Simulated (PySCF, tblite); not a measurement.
**C4H11ClSi2: geometry, infrared bands and NMR shifts**

Aim: predict the infrared bands and NMR shifts of C4H11ClSi2 (`ClC[Si@@H]1CCC[SiH2]1`).

The runs use tblite 0.8.0 and PySCF 2.14.0, with density-fitted response routines of our own; the level of theory stands in each step. All values are computed, except where a source is named. Atoms are numbered from 0 throughout.

## 1. The molecule as given

18 atoms, charge 0, multiplicity 1; geometry from: force field or distance geometry start.

Bonds of the start (Å): Cl0–C1 1.78, C1–Si2 1.84, Si2–C3 1.88, C3–C4 1.51, C4–C5 1.53, C5–Si6 1.89, Si6–Si2 2.27, C1–H7 1.12, C1–H8 1.11, Si2–H9 1.45, C3–H10 1.10, C3–H11 1.11, C4–H12 1.12, C4–H13 1.08, C5–H14 1.09, C5–H15 1.09, Si6–H16 1.44, Si6–H17 1.45.

## 2. Optimising the geometry with GFN2-xTB

Job settings and geometry (Å):

```
{"job": {"kind": "relax", "xc": "GFN2-xTB", "basis": "xTB"}, "charge": 0, "multiplicity": 1}
Cl     2.336400    -2.125700    -0.132700
C      2.437200    -0.364000    -0.334000
Si     0.998400     0.450500     0.474000
C     -0.258700    -0.777400     1.143800
C     -1.568200    -0.123000     0.782600
C     -1.682500    -0.147600    -0.743600
Si    -0.431900     1.224900    -1.113000
H      3.362100     0.044400     0.149200
H      2.414400    -0.127400    -1.415200
H      1.324200     1.487300     1.438200
H     -0.127000    -0.901000     2.233200
H     -0.124000    -1.722700     0.582100
H     -1.446700     0.961500     1.047400
H     -2.435800    -0.536300     1.283300
H     -1.263800    -1.082600    -1.111900
H     -2.683600     0.095200    -1.098000
H      0.125200     1.135000    -2.441500
H     -0.984400     2.515200    -0.755500
```

Started as:

```sh
> OMP_NUM_THREADS=1 python probes_run.py task.json out
```

The driver reads the jobs from task.json and runs them one after another.

**Question.** This job is followed by: GFN2-xTB harmonic vibrations, gas phase; GIAO PBE0/pcSseg-1 NMR shielding, non-relativistic, gas phase. Predict these results of the whole session: strongest single infrared mode (GFN2-xTB); zero-point energy (GFN2-xTB); 13C shifts against TMS (PBE0/pcSseg-1); 1H shifts against TMS (PBE0/pcSseg-1); 35Cl shifts against HCl (PBE0/pcSseg-1); 29Si shifts against TMS (PBE0/pcSseg-1); surface potential, 1st and 99th percentile.

As calculated:

| quantity | value |
| --- | --- |
| strongest single infrared mode (GFN2-xTB) | 2193 cm⁻¹, 426 km/mol |
| zero-point energy (GFN2-xTB) | 85.1 kcal/mol |
| 13C shifts against TMS (PBE0/pcSseg-1) | 31.4, 28.0, 15.8, 14.5 ppm |
| 1H shifts against TMS (PBE0/pcSseg-1) | 4.46, 4.03, 3.66, 3.11, 3.03, 2.48, 1.46, 1.46, 1.03, 0.95, 0.80 ppm |
| 35Cl shifts against HCl (PBE0/pcSseg-1) | 25 ppm |
| 29Si shifts against TMS (PBE0/pcSseg-1) | -26.0, -76.6 ppm |
| surface potential, 1st and 99th percentile | -0.73 V and 1.01 V |

**Reading.** Over 162 steps the energy fell by 0.936 eV; of the close pairs, C1–Si2 changed most, 1.840 to 1.919 Å. No mode is imaginary among the 48: a minimum at this level. The strongest single mode, at 2193 cm⁻¹, moves mainly H17. Unscaled tight-binding wavenumbers are off by several per cent, some by more. Its intensities can rank the bands wrongly. At PBE0/pcSseg-1: Shielding is most anisotropic at Cl0 (span 284 ppm, paramagnetic term -223 ppm).
